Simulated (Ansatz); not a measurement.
# C6H14OSn: a ladder of functionals

The task here is to estimate one member of a computed series from the others.

Method: functionals in def2-TZVPP; program: Ansatz 0.2.0, Gaussian basis.

The runs, in order: LDA (SPW92), PBE-D4, revPBE-D4, BLYP-D4, r2SCAN-D4, B97M-V, PBE0-D4, B3LYP-D4, r2SCANh-D4.

## The geometry

An earlier PBE0-D4 in a triple-zeta def2 set relaxation fixed the geometry. Sn takes the def2 core potential; no spin-orbit term is included.

SMILES `C[CH2][Sn][O]C(C)(C)C`, 22 atoms, charge 0, spin multiplicity 1.

Atoms are counted from 1 here; the program's logs count them from 0.

Bond lengths: C1–C2 1.521 Å, C1–H9 1.091 Å, C1–H10 1.095 Å, C1–H11 1.094 Å, C2–Sn3 2.193 Å, C2–H12 1.099 Å, C2–H13 1.096 Å, Sn3–O4 1.984 Å, O4–C5 1.412 Å, C5–C6 1.525 Å, C5–C7 1.523 Å, C5–C8 1.525 Å, C6–H14 1.093 Å, C6–H15 1.092 Å, C6–H16 1.093 Å, C7–H17 1.093 Å, C7–H18 1.094 Å, C7–H19 1.094 Å and more. Angles: C2–C1–H9 111.1°, C2–C1–H10 111.9°, C2–C1–H11 111.5°, H9–C1–H10 108.2°, H9–C1–H11 106.7°, H10–C1–H11 107.1°, C1–C2–Sn3 116.6°, C1–C2–H12 110.6°, C1–C2–H13 111.6°, Sn3–C2–H12 104.5°, Sn3–C2–H13 107.3°, H12–C2–H13 105.4°, C2–Sn3–O4 91.4°, Sn3–O4–C5 131.6°, O4–C5–C6 107.1°, O4–C5–C7 112.4°, O4–C5–C8 107.4°, C6–C5–C7 109.9° and more.

The first run:

File in.yaml:

```yaml
crystal:
  periodic: [false, false, false]
  atoms:
    - {symbol: C, position_ang: [-0.487789, -3.065350, 0.359936]}
    - {symbol: C, position_ang: [-0.188828, -2.940400, -1.126108]}
    - {symbol: Sn, position_ang: [0.808518, -1.097744, -1.774202]}
    - {symbol: O, position_ang: [0.021728, -0.083464, -0.260856]}
    - {symbol: C, position_ang: [0.137346, 1.271159, 0.119819]}
    - {symbol: C, position_ang: [-1.278430, 1.823786, 0.242480]}
    - {symbol: C, position_ang: [0.928912, 2.093010, -0.889059]}
    - {symbol: C, position_ang: [0.831810, 1.304811, 1.477012]}
    - {symbol: H, position_ang: [-1.056689, -2.207044, 0.720257]}
    - {symbol: H, position_ang: [-1.057916, -3.972688, 0.586380]}
    - {symbol: H, position_ang: [0.430665, -3.105700, 0.952223]}
    - {symbol: H, position_ang: [-1.118666, -2.970743, -1.712000]}
    - {symbol: H, position_ang: [0.412556, -3.781614, -1.489752]}
    - {symbol: H, position_ang: [-1.271392, 2.859496, 0.591612]}
    - {symbol: H, position_ang: [-1.853030, 1.220642, 0.947991]}
    - {symbol: H, position_ang: [-1.781689, 1.788304, -0.726706]}
    - {symbol: H, position_ang: [0.990690, 3.137211, -0.573335]}
    - {symbol: H, position_ang: [1.948950, 1.711759, -0.992861]}
    - {symbol: H, position_ang: [0.453214, 2.065476, -1.873830]}
    - {symbol: H, position_ang: [0.279932, 0.691937, 2.192176]}
    - {symbol: H, position_ang: [0.896149, 2.324482, 1.865316]}
    - {symbol: H, position_ang: [1.844559, 0.902875, 1.392105]}
basis:
  gaussian: {orbitals: def2-TZVPP}
hamiltonian: {xc: lda}
output: {orbitals: {seedname: orbitals}}
```

Steps of the session up to this table: LDA; PBE-D4 (GGA); revPBE-D4 (GGA); BLYP-D4 (GGA); r2SCAN-D4 (meta-GGA); B97M-V (meta-GGA); PBE0-D4 (hybrid); B3LYP-D4 (hybrid); r2SCANh-D4 (hybrid).

One of the session's tables, all rows but one given; the rest of the session is left out.

It belongs to the step «Frontier levels by functional». 

```
 functional  HOMO (eV)  LUMO (eV)  gap (eV)
LDA (SPW92)      -5.06      -2.94      2.12
     PBE-D4      -4.89      -2.70      2.18
  revPBE-D4      -4.82      -2.60      2.22
    BLYP-D4      -4.76      -2.64      2.12
  r2SCAN-D4      -5.10      -2.62      2.48
     B97M-V      -5.09      -2.71      2.38
    PBE0-D4      -5.92      -2.03      3.89
   B3LYP-D4          ?          ?         ?
 r2SCANh-D4      -5.49      -2.37      3.12
```

Estimate the missing values for B3LYP-D4.

**Answer.** HOMO (eV): -5.75; LUMO (eV): -2.27; gap (eV): 3.48. In the column «HOMO (eV)» it lies between PBE0-D4 (-5.92) and r2SCANh-D4 (-5.49).
